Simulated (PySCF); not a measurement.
# C12H14Si (Si(vinyl)3Ph): the cost of one run

The runs use PySCF 2.14.0, with density-fitted response routines of our own; the level of theory stands in each step. All values are computed, except where a source is named. Atoms count from 0, in the outputs and in this text.

## (1) The starting structure

27 atoms, charge 0, multiplicity 1; geometry from: GFN2-xTB. The atoms were then displaced at random by about 0.03 Å, so the start is not that level's minimum.

Bonds of the start (Å): Si0–C1 1.87, Si0–C6 1.87, Si0–C11 1.98, Si0–C16 1.84, C1–C2 1.32, C1–H3 1.14, C2–H4 1.08, C2–H5 1.10, C6–C7 1.35, C6–H8 1.07, C7–H9 1.08, C7–H10 1.00, C11–C12 1.43, C11–H13 1.07, C12–H14 1.10, C12–H15 1.04, C16–C17 1.43, C16–C21 1.47, C17–C18 1.41, C17–H22 1.02, C18–C19 1.33, C18–H23 1.07, C19–C20 1.42, C19–H24 1.08, C20–C21 1.37, C20–H25 1.05, C21–H26 1.03.

## (2) Relaxing the molecule at PBE0-D3(BJ)/def2-SVP

What the job is given:

```
{"job": {"xc": "PBE0", "basis": "def2-SVP", "d3": "d3bj", "grid": 1, "maxiter": 40, "shake": 0.03, "kind": "geom"}, "charge": 0, "multiplicity": 1}
Si     0.646700     0.773480     0.501770
C      0.596990     0.794830     2.375600
C      0.260150    -0.258350     3.093210
H      1.005240     1.728370     2.878510
H      0.015580    -1.207030     2.639020
H      0.346020    -0.224560     4.191430
C      2.398730     0.859260    -0.141340
C      2.889720     1.736900    -1.048980
H      3.036970     0.133470     0.319600
H      2.210450     2.478670    -1.435090
H      3.840810     1.691800    -1.350250
C     -0.296000     2.417560    -0.059560
C     -1.368300     2.467220    -1.008670
H     -0.048220     3.361910     0.381740
H     -1.651020     1.499210    -1.446480
H     -1.773970     3.390440    -1.267990
C     -0.304580    -0.640430    -0.195630
C     -1.616470    -0.978330     0.276190
C     -2.270090    -2.120290    -0.228980
C     -1.744180    -2.878830    -1.181220
C     -0.449130    -2.590670    -1.685020
C      0.292110    -1.550930    -1.182970
H     -2.036940    -0.336010     0.940760
H     -3.270420    -2.320910     0.107180
H     -2.146770    -3.796120    -1.573840
H      0.036420    -3.171720    -2.407710
H      1.247640    -1.304560    -1.470890
```

Launch:

```sh
$ OMP_NUM_THREADS=2 python probes_run.py task.json out
```

One launch serves the whole session: the jobs run in the order shown.

**Question.** How long does this first job take on 2 threads of Intel Xeon Platinum 8488C, shared host, and how much memory does it need?

About 5.6 min, with a peak of 1.6 GiB.
